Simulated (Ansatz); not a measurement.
# Ge2H6O: up Jacob's ladder to CCSD(T)

An exercise on one series of results from a longer session: the logs are not shown, and one member is left open.

Method: functionals in def2-TZVPP, the program's frozen cores in correlated methods; program: Ansatz 0.2.0, Gaussian basis.

The runs, in order: LDA (SPW92), PBE-D4, revPBE-D4, BLYP-D4, r2SCAN-D4, B97M-V, PBE0-D4, B3LYP-D4, r2SCANh-D4, r2SCAN0-D4, HSE06-D4, BHLYP-D4, CAM-B3LYP-D4, LC-ωPBE, ωB97X-V, ωB97M-V, B2PLYP, PBE-QIDH; CCSD(T)/def2-SVP; CCSD(T)/def2-TZVPP; MP2/def2-QZVPP; extrapolation to the limit; RPA on PBE.

## The geometry

The geometry comes from an earlier relaxation with PBE0-D4 in a triple-zeta def2 set; it is a stationary point, not always the lowest conformer.

9 atoms, charge 0, spin multiplicity 1.

Atoms are counted from 1 here; the program's logs count them from 0.

Bond lengths: O1–Ge2 1.789 Å, O1–H4 0.960 Å, Ge2–Ge3 2.430 Å, Ge2–H5 1.545 Å, Ge2–H6 1.535 Å, Ge3–H7 1.538 Å, Ge3–H8 1.539 Å, Ge3–H9 1.536 Å. Angles: Ge2–O1–H4 112.4°, O1–Ge2–Ge3 110.1°, O1–Ge2–H5 109.3°, O1–Ge2–H6 103.7°, Ge3–Ge2–H5 110.9°, Ge3–Ge2–H6 112.5°, H5–Ge2–H6 110.1°, Ge2–Ge3–H7 110.5°, Ge2–Ge3–H8 109.7°, Ge2–Ge3–H9 110.6°, H7–Ge3–H8 108.4°, H7–Ge3–H9 109.0°, H8–Ge3–H9 108.7°.

The first run:

File in.yaml:

```yaml
crystal:
  periodic: [false, false, false]
  atoms:
    - {symbol: O, position_ang: [-1.649937, 1.102029, -0.817804]}
    - {symbol: Ge, position_ang: [0.053128, 1.017199, -0.275454]}
    - {symbol: Ge, position_ang: [0.516850, -1.167615, 0.682611]}
    - {symbol: H, position_ang: [-1.833778, 0.499947, -1.541995]}
    - {symbol: H, position_ang: [0.984743, 1.303507, -1.474849]}
    - {symbol: H, position_ang: [0.162599, 2.147534, 0.757617]}
    - {symbol: H, position_ang: [1.999024, -1.277841, 1.079126]}
    - {symbol: H, position_ang: [0.207689, -2.263262, -0.352736]}
    - {symbol: H, position_ang: [-0.351818, -1.407798, 1.926386]}
basis:
  gaussian: {orbitals: def2-TZVPP}
hamiltonian: {xc: lda}
output: {orbitals: {seedname: orbitals}}
```

Among the steps run: LDA; PBE-D4 (GGA); revPBE-D4 (GGA); BLYP-D4 (GGA); r2SCAN-D4 (meta-GGA); B97M-V (meta-GGA); PBE0-D4 (hybrid); B3LYP-D4 (hybrid); r2SCANh-D4 (hybrid); r2SCAN0-D4 (hybrid); HSE06-D4 (hybrid); BHLYP-D4 (hybrid); CAM-B3LYP-D4 (range-separated); LC-ωPBE-D4 (range-separated; the results give it without D4); ωB97X-V (range-separated); ωB97M-V (range-separated); B2PLYP (double hybrid); PBE-QIDH (double hybrid).

One table of the session follows, with a row left open; its other results are not shown here.

It belongs to the step «Orbital energies across the functionals». 

```
  functional  HOMO (eV)  gap (eV)
 LDA (SPW92)          ?         ?
      PBE-D4      -6.45      5.35
   revPBE-D4      -6.40      5.41
     BLYP-D4      -6.34      5.32
   r2SCAN-D4      -6.77      5.97
      B97M-V      -6.89      5.94
     PBE0-D4      -7.74      7.48
    B3LYP-D4      -7.53      7.02
  r2SCANh-D4      -7.25      6.74
  r2SCAN0-D4      -7.94      7.85
    HSE06-D4      -7.35      6.71
    BHLYP-D4      -8.86      9.42
CAM-B3LYP-D4      -9.02      9.73
     LC-ωPBE     -10.30     12.22
     ωB97X-V      -9.99     11.73
     ωB97M-V      -9.83     11.32
```

Q: Estimate the row for LDA (SPW92) from the others.

The run gave: HOMO (eV): -6.57; gap (eV): 5.25. In the column «HOMO (eV)» it lies between r2SCAN-D4 (-6.77) and PBE-D4 (-6.45).
